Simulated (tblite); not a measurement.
# C20H12O2: the cost of one run

Computed with tblite 0.8.0 and PySCF 2.14.0 and routines of our own; the level stands in each step. Atoms count from 0.

### 1 The system as given

34 atoms, charge 0, multiplicity 1; geometry from: force field, distance geometry or constructed start.

### 2 Geometry optimisation with GFN2-xTB

Job settings and geometry (Å):

```
{"job": {"kind": "relax", "xc": "GFN2-xTB", "basis": "xTB"}, "charge": 0, "multiplicity": 1}
O     -4.726600     1.886700     0.994300
C     -4.114800     0.901100     0.614400
C     -4.783100    -0.417500     0.563200
C     -4.083500    -1.505200     0.257100
C     -2.648100    -1.475200     0.104900
C     -1.924800    -0.331500     0.054400
C     -0.448000    -0.385700     0.107800
C      0.173800    -1.714900     0.575900
O     -0.016600    -2.133300     1.701900
C      0.975600    -2.593000    -0.382500
C      2.102300    -2.106400    -0.923500
C      2.738200    -0.774700    -0.389400
C      4.119600    -0.808800    -0.138000
C      4.779100     0.278500     0.430200
C      4.050400     1.415400     0.788700
C      2.676600     1.458100     0.557900
C      2.007000     0.383800    -0.060000
C      0.423300     0.552600    -0.305700
C      0.085400     1.777800    -1.016200
C     -1.062800     2.456000    -1.000600
C     -2.277700     2.141400    -0.286800
C     -2.687100     0.929600     0.133200
H     -5.850100    -0.426600     0.758900
H     -4.575800    -2.482900     0.210800
H     -2.186400    -2.456300     0.087500
H      0.560900    -3.544400    -0.692500
H      2.640500    -2.683300    -1.668500
H      4.698400    -1.701300    -0.377400
H      5.846600     0.233900     0.621500
H      4.553900     2.254200     1.261100
H      2.132200     2.347900     0.851800
H      0.885200     2.184000    -1.637000
H     -1.123500     3.368800    -1.597300
H     -2.948300     2.989000    -0.189700
```

Started as:

```
OMP_NUM_THREADS=1 python large_run.py task.json out
```

This one command runs all jobs of the session in turn.

Q: Estimate the wall time and peak memory of this first job on 1 thread of Arm Neoverse N1, shared host.

About 3.4 s, with a peak of 0.19 GiB.
